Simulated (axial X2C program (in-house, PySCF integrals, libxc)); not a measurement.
**EuCl: Ω levels from open-shell CI on f6 s2**

Which Ω levels does EuCl have in the configuration f6 s2, and how far apart?

Method: two-component X2C, average-of-configuration Hartree–Fock and CI in the open shells; program: an in-house X2C program for linear molecules on PySCF integrals.

All values are calculated.

### Step 1. The job

task.json

```json
{"zs": [63, 17], "q": 0, "bas": ["dyall-v3z", "dyall-av3z"], "r0": 2.52, "metal": 0, "shells": [[3, [0, 1, 2, 3], 6], [0, [0], 2]], "fix": 0, "emax": 2.2, "nroots": 4}
```

Keys: zs atomic numbers; q charge; bas basis sets; r0 starting distance in Å; metal index of the metal atom; shells open shells as [l, |m| values, electrons]; fix electron count of the first shell held; emax energy window in eV; nroots roots for each Ω.

The run is started by

```bash
$ python soci.py task.json out
```

Two-component X2C with atomic mean-field Coulomb and Gaunt terms, basis Eu dyall-v3z, Cl dyall-av3z (cores contracted in-house). Orbitals come from Hartree–Fock averaged over the configuration Eu f6 s2; CI then distributes these electrons over the f, s shells of Eu.

### Step 2. CI at R = 2.495 Å

Output:

```text
average of configuration f6 s2
basis functions 245  fitting functions 1200
iter      average energy  largest gradient
   1     -11294.871306747   1.47e+01
   2     -11296.487650458   2.40e+00
   3     -11296.525313364   8.74e-02
   4     -11296.526825977   1.02e-01
   5     -11296.527470196   1.64e-02
   6     -11296.527485650   6.25e-03
   7     -11296.527490068   2.08e-03
   8     -11296.527490962   1.50e-03
   9     -11296.527491312   4.86e-04
  10     -11296.527491379   7.09e-05
  11     -11296.527491392   1.10e-04
  12     -11296.527491396   2.57e-05
  13     -11296.527491399   1.38e-05
converged
CI levels
2*Omega        energy/Eh    cm-1   g(par)  dipole/D  leading shell counts
    0    -11296.88183918        0   0.000   -2.974  {'6 2': 1.0}
    2    -11296.88090836      204   3.922   -2.975  {'6 2': 1.0}
    4    -11296.87829292      778   7.394   -2.978  {'6 2': 1.0}
    0    -11296.87731853      992   0.000   -2.958  {'6 2': 1.0}
    2    -11296.87574737     1337   3.577   -2.959  {'6 2': 1.0}
    0    -11296.87442425     1627   0.000   -2.961  {'6 2': 1.0}
    6    -11296.87405344     1709  10.514   -2.978  {'6 2': 1.0}
    4    -11296.87258485     2031   6.508   -2.962  {'6 2': 1.0}
    2    -11296.87176761     2210   3.046   -2.965  {'6 2': 1.0}
    0    -11296.87122500     2330   0.000   -2.958  {'6 2': 1.0}
    6    -11296.86822128     2989   9.329   -2.973  {'6 2': 1.0}
    8    -11296.86800839     3036  13.031   -2.960  {'6 2': 1.0}
    4    -11296.86787837     3064   6.130   -2.965  {'6 2': 1.0}
    0    -11296.86765219     3114   0.000   -2.965  {'6 2': 1.0}
    2    -11296.86759631     3126   2.629   -2.959  {'6 2': 1.0}
    0    -11296.86348341     4029   0.000   -2.959  {'6 2': 1.0}
    4    -11296.86334874     4058   5.312   -2.969  {'6 2': 1.0}
    6    -11296.86267921     4205   8.388   -2.963  {'6 2': 1.0}
    8    -11296.86186965     4383  11.891   -2.958  {'6 2': 1.0}
   10    -11296.86108883     4554  15.499   -2.956  {'6 2': 1.0}
    0    -11296.85987714     4820   0.000   -2.972  {'6 2': 1.0}
    6    -11296.85718974     5410   7.723   -2.957  {'6 2': 1.0}
    8    -11296.85596961     5678  11.022   -2.956  {'6 2': 1.0}
   10    -11296.85476961     5941  14.445   -2.955  {'6 2': 1.0}
   12    -11296.85360333     6197  17.961   -2.955  {'6 2': 1.0}
```

Dipoles in the output refer to the first atom as origin.

Run time: 3.4 s. Hardware: 1 thread of Arm Neoverse V1, shared host; peak memory 0.41 GiB.

Active spinors (ω > 0; filled shells left out):

```
shell    ω  ε (eV)  character
    f  5/2   -4.69  100% Eu f
    f  3/2   -4.60  100% Eu f
    f  1/2   -4.53  100% Eu f
    f  7/2   -4.16  100% Eu f
    f  5/2   -4.08  100% Eu f
    f  3/2   -4.02  100% Eu f
    f  1/2   -3.98  100% Eu f
```

The levels:

```
Ω  energy (cm⁻¹)     g∥  μ (D)  configuration
0              0   0.00  -2.97     100% f6 s2
1            204   3.92  -2.98     100% f6 s2
2            778   7.39  -2.98     100% f6 s2
0            992   0.00  -2.96     100% f6 s2
1           1337   3.58  -2.96     100% f6 s2
0           1627   0.00  -2.96     100% f6 s2
3           1709  10.51  -2.98     100% f6 s2
2           2031   6.51  -2.96     100% f6 s2
1           2210   3.05  -2.96     100% f6 s2
0           2330   0.00  -2.96     100% f6 s2
3           2989   9.33  -2.97     100% f6 s2
4           3036  13.03  -2.96     100% f6 s2
2           3064   6.13  -2.97     100% f6 s2
0           3114   0.00  -2.96     100% f6 s2
1           3126   2.63  -2.96     100% f6 s2
0           4029   0.00  -2.96     100% f6 s2
2           4058   5.31  -2.97     100% f6 s2
3           4205   8.39  -2.96     100% f6 s2
4           4383  11.89  -2.96     100% f6 s2
5           4554  15.50  -2.96     100% f6 s2
```

g∥ is the magnitude of 2⟨Lz + ge Sz⟩ for the +Ω component. μ is positive if the Cl end is positive.

### Step 3. The same at R = 2.320 Å

```
Ω  energy (cm⁻¹)     g∥  μ (D)  configuration
0              0   0.00  -2.06     100% f6 s2
1            201   3.92  -2.06     100% f6 s2
2            765   7.45  -2.06     100% f6 s2
0           1033   0.00  -2.03     100% f6 s2
1           1383   3.53  -2.03     100% f6 s2
0           1642   0.00  -2.04     100% f6 s2
3           1691  10.64  -2.06     100% f6 s2
2           2064   6.44  -2.04     100% f6 s2
1           2232   3.05  -2.04     100% f6 s2
0           2355   0.00  -2.03     100% f6 s2
```

### Step 4. Curves along the bond

The same input was run at the other distances (logs left out). Energies in cm⁻¹ from the lowest point; levels are followed by energy order within each Ω.

```
R (Å)  (1)Ω=0  (1)Ω=1  (1)Ω=2  (2)Ω=0  (2)Ω=1  (3)Ω=0  (1)Ω=3
2.320    1864    2065    2629    2897    3247    3506    3556
2.408     418     620    1190    1433    1778    2059    2119
2.495       0     204     778     992    1337    1627    1709
2.595     397     604    1183    1362    1710    2001    2114
2.695    1437    1647    2230    2373    2727    3012    3160
2.807    3087    3301    3888    3990    4353    4625    4817
2.944    5499    5717    6309    6361    6737    6988    7235
```

Constants where the minimum is well bracketed:

```
level of the curve  Te (cm⁻¹)  Re (Å)  ωe (cm⁻¹)
            (1)Ω=0          0   2.497      333.5
            (1)Ω=1        204   2.497      333.7
            (1)Ω=2        778   2.496      333.9
            (2)Ω=0        991   2.500      331.4
            (2)Ω=1       1336   2.500      332.2
            (3)Ω=0       1627   2.499      330.6
            (1)Ω=3       1709   2.496      333.7
```

### Step 5. Summary of results

| quantity | value |
| --- | --- |
| lowest level of the model | Ω = 0, g∥ = 0.00, 100% f6 s2 |
| next level | Ω = 1, 204 cm⁻¹ higher |
| lowest curve, Re and ωe | 2.497 Å, 333.5 cm⁻¹ |

From 2.495 to 2.320 Å the gap from the lowest to the fifth level goes from 1337 to 1383 cm⁻¹. Without dynamic correlation distances can be off by several hundredths of an Å, and the wavenumbers are rough. Dynamic correlation is missing, so gaps between terms are too wide and other configurations may lie lower; the lowest level listed is that of this model, not necessarily the ground state. At most 4 roots were kept for each Ω > 0 (twice that for Ω = 0) within 2.2 eV of the lowest, so higher up levels can be missing between those listed; levels with Ω > 0 are doubly degenerate and listed once, Ω = 0 levels singly.
